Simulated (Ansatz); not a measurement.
## Lu(OH)3 in a box, plane waves

Ansatz 0.2.0, DFT PBE, spin-orbit coupling, plane waves, PAW, molecule in a box. The geometry was relaxed with Gaussian bases (r2SCAN; Lu lcecp-1-SVP with ECP60, O def2-SVP, H def2-SVP).

```yaml
crystal:
  lattice:
    - [13.44, 0.0, 0.0]
    - [0.0, 14.13, 0.0]
    - [0.0, 0.0, 9.01]
  atoms:
    - { symbol: Lu, position: [0.44492783, 0.49986766, 0.49944506] }
    - { symbol: O, position: [0.59395685, 0.49986837, 0.50003441] }
    - { symbol: H, position: [0.66513988, 0.49986837, 0.50055161] }
    - { symbol: O, position: [0.37041295, 0.62262774, 0.50003441] }
    - { symbol: H, position: [0.33482143, 0.68126398, 0.50055161] }
    - { symbol: O, position: [0.37041369, 0.37710757, 0.50003441] }
    - { symbol: H, position: [0.33482292, 0.31847134, 0.50055161] }
basis:
  ecutwfc: 420
  ecutrho_ratio: 4
kpoints:
  mp_grid: { grid: [1, 1, 1] }
hamiltonian:
  xc: pbe
scf:
  occupations: { method: gaussian, width: 0.01 }
output:
  forces: true
  eigenvalues: true
  populations: true
  hubbard: { sites: [{ species: Lu, l: f }] }
  write_density: true
  write_potential: true
  elf: true
  volumetric_format: npy
magnetization:
  noncollinear: true
  spin_orbit: true
```

Command:
```sh
ansatz run input.yaml --threads 2 --pin off --max-ram 5120MiB --backend cpu --events-out ev --progress --plain --runs-dir out
```
It took 19 s on 2 threads of Intel(R) Xeon(R) Platinum 8488C (Sapphire Rapids) (shared host), peak memory 2.2 GiB.

Q: How does the SCF go?

A: 
```
SCF iter   1: F=—  HF=-16510.916288 eV  |F-HF|=—  |Δ(HF+E_count)|=         —  Δρ=3.76e-2
preconditioner: auto → Resta (q_TF=auto, 1.493 Å⁻¹)  ε∞=1.2  [insulator: Δε(μ)=5.613 eV  Ē_g=10.371 eV  σ=0.010 eV  W_gap=1.00  n_
spin=Noncollinear: Resta preconditioning applied to the charge; magnetization (m_x, m_y, m_z) channels mix plain (no charge-respon
SCF iter   2: F=—  HF=-16502.653952 eV  |F-HF|=—  |Δ(HF+E_count)|=    8.26e0  Δρ=1.12e-2
SCF iter   3: F=—  HF=-16502.161032 eV  |F-HF|=—  |Δ(HF+E_count)|=   4.93e-1  Δρ=7.90e-3
...
SCF iter   7: F=—  HF=-16502.019362 eV  |F-HF|=—  |Δ(HF+E_count)|=   1.07e-3  Δρ=1.99e-4
SCF iter   8: F=—  HF=-16502.019177 eV  |F-HF|=—  |Δ(HF+E_count)|=   1.86e-4  Δρ=8.44e-5
SCF iter   9: F=—  HF=-16502.019150 eV  |F-HF|=—  |Δ(HF+E_count)|=   2.68e-5  Δρ=1.22e-5
SCF iter  10: F=—  HF=-16502.019248 eV  |F-HF|=—  |Δ(HF+E_count)|=   9.85e-5  Δρ=2.42e-6
SCF iter  11: F=-16502.019248 eV  HF=-16502.019248 eV  |F-HF|=1.55e-8  |Δ(HF+E_count)|=   3.24e-9  Δρ=1.16e-6
```

Q: Which levels lie next to the highest filled one (eV, counted from it)?

A: Filled: -0.69, -0.69, -0.68, -0.68, -0.61, -0.61, -0.39, -0.39, 0.00, 0.00. Empty: 3.75, 3.75, 5.69, 5.69, 6.01, 6.01, 6.03, 6.03.

Q: How is the f shell of Lu1 filled?

A: Natural occupations, full = 1; spinor: 1.00, 1.00, 1.00, 1.00, 1.00, 1.00, 1.00, 1.00, 1.00, 1.00, 1.00, 1.00, 1.00, 1.00; in all 13.99 e. Spin moment (0.00, 0.00, 0.00) μB, orbital moment (0.00, 0.00, 0.00) μB.

Q: What forces are left at this geometry, relaxed with Gaussian bases (eV/Å)?

A: 
```
Lu   0.01  0.00  0.00
O   -0.41  0.00  0.00
H    0.19  0.00  0.00
O    0.20 -0.35  0.00
H   -0.09  0.16  0.00
O    0.20  0.35  0.00
H   -0.09 -0.16  0.00
```

The highest of the empty levels listed lie near the vacuum level and may be states of the box.

The forces come from the other functional as well as from the basis.

No frequency check is given that shows the relaxed geometry to be a minimum. An lcecp potential fixes the number of 4f electrons, so in runs with it no electron can move into or out of that shell.
